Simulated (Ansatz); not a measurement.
This script makes a check of PAW against all-electron LAPW of Cu, space group P6_3/mmc with the Ansatz DFT code, driven from Python.

Script `paw_lapw_cu.py`:
```python
"""Checking the PAW result for Cu with LAPW."""

import ansatz
import numpy as np


def count_gap(report):
    # lowest empty less highest filled band, counting bands; zero where they overlap
    return max(report.get("gap_by_band_count_ev") or 0.0, 0.0)

crystal = (
    ansatz.Lattice.from_parameters(2.534097, 2.534097, 4.112571, alpha=90.0, beta=90.0, gamma=120.0)
    .atom("Cu", (1 / 3, 2 / 3, 0.25))
    .atom("Cu", (2 / 3, 1 / 3, 0.75))
)

model = (
    crystal.calculation()
    .functional("PBEsol")
    .kpoints(15, 15, 8)
    .occupations("fermi_dirac", width=0.05)
    .stress()
    .forces()
    .band_table()
)
variants = {
    "PAW": model.pseudopotentials("paw"),
    "LAPW": model.pseudopotentials("all_electron", lapw=True),
}
# totals differ by the cores that each treatment holds, so compare what does not depend on them
rows = []
for label, variant in variants.items():
    report = variant.run(threads=1, pin="off").report
    levels = np.array(report["eigenvalues_ev"][0]) - report["fermi_energy_ev"]
    print(label, "levels at the first k-point near E_F:", np.round(levels[np.abs(levels) < 5], 3))
    rows.append((label, report["n_electrons"], np.trace(report["stress_gpa"]) / 3, count_gap(report)))
print("     treatment  electrons in bands           P GPa  gap by band count eV")
for row in rows:
    print(f"{str(row[0]):>14s}  {row[1]:18.1f}  {row[2]:14.3f}  {row[3]:20.3f}")
```

How well do the two treatments of the cores agree on the pressure?

PAW gives -1.660 GPa and LAPW -1.668 GPa, 0.007 GPa apart. They took 3.5 and 38.1 s of processor time.

What the script printed:

Running `python paw_lapw_cu.py` prints:
```text
DeckWarning: basis.ecutwfc = 420 eV, auto-derived from the records' recommended cutoffs: set by Cu (normal level)
PAW levels at the first k-point near E_F: [-3.194 -3.161 -3.161 -2.934 -2.934 -2.642 -2.642 -1.827 -1.827 -1.229
  3.876]
LAPW levels at the first k-point near E_F: [-3.192 -3.159 -3.159 -2.932 -2.932 -2.64  -2.64  -1.827 -1.827 -1.227
  3.874]
     treatment  electrons in bands           P GPa  gap by band count eV
           PAW                38.0          -1.660                 0.000
          LAPW                38.0          -1.668                 0.000
```
(Warnings from the package without file and line.)

What to keep in mind:
- The run is spin-unpolarised.
- A gap by band count of zero or less means overlapping bands, a metal.
- This isn't the structure that Cu takes at ambient conditions.
- Levels are Kohn-Sham eigenvalues on this mesh.
- Pressure is positive in compression; the treatments may keep other shells as core, so totals and counts of electrons can differ.
- Hardware and time: 43 s on 1 thread of Arm Neoverse V1, with other jobs on the host, peak memory 0.68 GiB.
